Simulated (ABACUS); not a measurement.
Runs of ABACUS 3.10.1 on HPbNO4. Symmetry: Pmmn, No. 59, orthorhombic system. The conventional cell has a = 4.925 Å, b = 5.597 Å, c = 7.243 Å, α = 90.00°, β = 90.00°, γ = 90.00°. Around H (site symmetry mm2) lie 1 O at 0.97 Å. Pb (site symmetry mm2) has 6 O at 2.55 to 2.80 Å as nearest neighbours. Around N (site symmetry mm2) lie 3 O at 1.22 to 1.29 Å. Around O (site symmetry mm2) lie 1 H at 0.97 Å. O (site symmetry m) is surrounded by 1 N at 1.29 Å. Around O (site symmetry mm2) lie 1 N at 1.22 Å. The cell was built by a generator and needn't be a form met in nature.

```tsv
level	V0 of scaled cells (Å³/atom)	B0 (GPa)
WC	14.52	90
r2SCAN	14.29	(a)
SOGGA	14.43	93
PBEsol	(b)	92
PBE	14.85	86
```

Alike in all rows: task equation of state; potentials or basis SG15 ONCV 1.2 PBE, DZP LCAO (the cutoffs set its grid); no spin polarisation; cell as given; k mesh 4 × 4 × 3; cutoff (eV) 1361; smearing fermi-dirac 0.05 eV.

Estimate the missing entries.

(a) 94; (b) 14.50.

Caveats: the atomic orbitals were generated for these runs and aren't a published set; the cell was scaled at fixed shape and fractional positions, which overstates the stiffness of a crystal with free parameters, most of all of layers and chains; the basis of atomic orbitals isn't converged, which shifts pressures, moduli and gaps; the potentials were made for another functional, which shifts forces and pressure (some runs).

Not every run made on this cell is shown here.
